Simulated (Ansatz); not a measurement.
# Alloy of KBr and KI (20 of 32 Br sites exchanged), 64 atoms

Wanted: the relaxed alloy cell and its gap (PBEsol and HSE06).

Program: Ansatz 0.2.0, PAW, plane waves. These are calculated values, not measurements.

### Step 1. The starting cell

64 atoms (12 Br, 20 I, 32 K); a = 13.658 Å, b = 13.658 Å, c = 13.658 Å, α = 90.00°, β = 90.00°, γ = 90.00°. All atoms were shaken off their sites by about 0.02 Å along each axis.

The runs, in order: (2) PBEsol cell relaxation at the single k point (¼, ¼, ¼), on 1 × NVIDIA GB300 Max-Q with 8 threads of Arm Neoverse-V2; (3) HSE06 single point at the Γ point alone, on 1 × NVIDIA GB300 Max-Q with 8 threads of Arm Neoverse-V2.

### Step 2. Relaxing cell and atoms with PBEsol

Contents of in.yaml:

```yaml
crystal:
  lattice:
    - [13.658000, 0.000000, 0.000000]
    - [0.000000, 13.658000, 0.000000]
    - [0.000000, 0.000000, 13.658000]
  atoms:
    - { symbol: Br, position: [0.248056, 0.999397, 0.005177] }
    - { symbol: Br, position: [0.251587, 0.001343, 0.499431] }
    - { symbol: Br, position: [0.749152, 0.503758, 0.998797] }
    - { symbol: Br, position: [0.999162, 0.749418, 0.501124] }
    - { symbol: Br, position: [0.498351, 0.246859, 0.501392] }
    - { symbol: Br, position: [0.498745, 0.749358, 0.999735] }
    - { symbol: Br, position: [0.499931, 0.748060, 0.498573] }
    - { symbol: Br, position: [0.500379, 0.000725, 0.747486] }
    - { symbol: Br, position: [0.249631, 0.250983, 0.251378] }
    - { symbol: Br, position: [0.250667, 0.751262, 0.248989] }
    - { symbol: Br, position: [0.749344, 0.749198, 0.250244] }
    - { symbol: Br, position: [0.748465, 0.751628, 0.749171] }
    - { symbol: I, position: [0.250702, 0.499432, 0.997585] }
    - { symbol: I, position: [0.248624, 0.500797, 0.500516] }
    - { symbol: I, position: [0.750492, 0.997667, 0.997942] }
    - { symbol: I, position: [0.752422, 0.999706, 0.499683] }
    - { symbol: I, position: [0.749664, 0.497891, 0.499955] }
    - { symbol: I, position: [0.000702, 0.251735, 0.004113] }
    - { symbol: I, position: [0.000377, 0.249886, 0.497153] }
    - { symbol: I, position: [0.002110, 0.747671, 0.997476] }
    - { symbol: I, position: [0.499674, 0.250389, 0.999126] }
    - { symbol: I, position: [0.001542, 0.000828, 0.253211] }
    - { symbol: I, position: [0.999243, 0.001047, 0.750332] }
    - { symbol: I, position: [0.000239, 0.498050, 0.251867] }
    - { symbol: I, position: [0.001351, 0.500978, 0.749969] }
    - { symbol: I, position: [0.498639, 0.000712, 0.249437] }
    - { symbol: I, position: [0.499420, 0.499707, 0.248258] }
    - { symbol: I, position: [0.499020, 0.501392, 0.749477] }
    - { symbol: I, position: [0.251884, 0.250832, 0.749369] }
    - { symbol: I, position: [0.248338, 0.750768, 0.750975] }
    - { symbol: I, position: [0.750449, 0.252802, 0.251388] }
    - { symbol: I, position: [0.748269, 0.249387, 0.751142] }
    - { symbol: K, position: [0.001411, 0.999119, 0.998675] }
    - { symbol: K, position: [0.998061, 0.001734, 0.498316] }
    - { symbol: K, position: [0.999429, 0.498755, 0.998722] }
    - { symbol: K, position: [0.998857, 0.500654, 0.499321] }
    - { symbol: K, position: [0.500483, 0.000775, 0.001341] }
    - { symbol: K, position: [0.501226, 0.997360, 0.502556] }
    - { symbol: K, position: [0.498606, 0.500216, 0.000068] }
    - { symbol: K, position: [0.500764, 0.502112, 0.500548] }
    - { symbol: K, position: [0.248848, 0.248765, 0.998224] }
    - { symbol: K, position: [0.248283, 0.249177, 0.500344] }
    - { symbol: K, position: [0.251745, 0.752190, 0.000016] }
    - { symbol: K, position: [0.252378, 0.750051, 0.499866] }
    - { symbol: K, position: [0.750792, 0.249388, 0.997913] }
    - { symbol: K, position: [0.751437, 0.250857, 0.500907] }
    - { symbol: K, position: [0.751014, 0.749804, 0.000478] }
    - { symbol: K, position: [0.748233, 0.751074, 0.497729] }
    - { symbol: K, position: [0.252141, 0.001818, 0.250118] }
    - { symbol: K, position: [0.250917, 0.003532, 0.750796] }
    - { symbol: K, position: [0.251317, 0.500642, 0.250729] }
    - { symbol: K, position: [0.250198, 0.500911, 0.748313] }
    - { symbol: K, position: [0.750011, 0.999094, 0.249398] }
    - { symbol: K, position: [0.749193, 0.999567, 0.750677] }
    - { symbol: K, position: [0.751662, 0.500260, 0.249390] }
    - { symbol: K, position: [0.752332, 0.499181, 0.750444] }
    - { symbol: K, position: [0.002186, 0.247707, 0.248246] }
    - { symbol: K, position: [0.998937, 0.249313, 0.751873] }
    - { symbol: K, position: [0.997360, 0.749686, 0.248259] }
    - { symbol: K, position: [0.999236, 0.751027, 0.749652] }
    - { symbol: K, position: [0.499641, 0.248331, 0.249968] }
    - { symbol: K, position: [0.499569, 0.252131, 0.750330] }
    - { symbol: K, position: [0.498066, 0.749307, 0.252159] }
    - { symbol: K, position: [0.499243, 0.749688, 0.749696] }
  symmetry: { detect: false }
kpoints:
  mp_grid: { grid: [1, 1, 1], shift: [0.25, 0.25, 0.25] }
hamiltonian:
  xc: pbesol
scf:
  occupations: { method: fermi_dirac, width: 0.01 }
relax:
  f_tol: 0.03
  max_steps: 80
  escape_saddle: false
  adjacent_minimum: "off"
  cell: { fix: [shape] }
output:
  forces: true
  eigenvalues: true
  populations: true
```

On the command line:

```bash
> ansatz run in.yaml --threads 8 --pin off --max-ram 118750MiB --runs-dir r --events-out ev --progress --plain --backend cuda --devices 0,
```

After this run come: Single point with HSE06.

Q: Predict the outcome of this session. Wanted: for each run, top filled to lowest empty.

As calculated:

| level | time | k points | top filled to lowest empty (eV) |
| --- | --- | --- | --- |
| PBEsol, relaxation | 13 s (GPU) | (¼, ¼, ¼) | 4.29 |
| HSE06 | 54 s (GPU) | Γ | 5.01 |

| quantity | value |
| --- | --- |
| relaxation | 4 recorded steps, 0.52 eV gained |
| largest shift | 0.20 Å (K42) |
| relaxed cell | a = 13.700 Å, b = 13.700 Å, c = 13.700 Å, α = 90.00°, β = 90.00°, γ = 90.00° |
| mean bonds | Br–K 3.363, I–K 3.464 Å |

**What this shows.** Relaxation gains 0.52 eV, with shifts up to 0.20 Å (K42), while the volume changes by +0.9 %. The mean lengths of the listed bonds run from Br–K 3.36 Å to I–K 3.46 Å. Rows on different k points differ by sampling as well as by level. No spin–orbit coupling is included; with elements this heavy it would shift the edges. With one k point the spacing samples only the states that fold onto it, so it can exceed the gap over the zone.
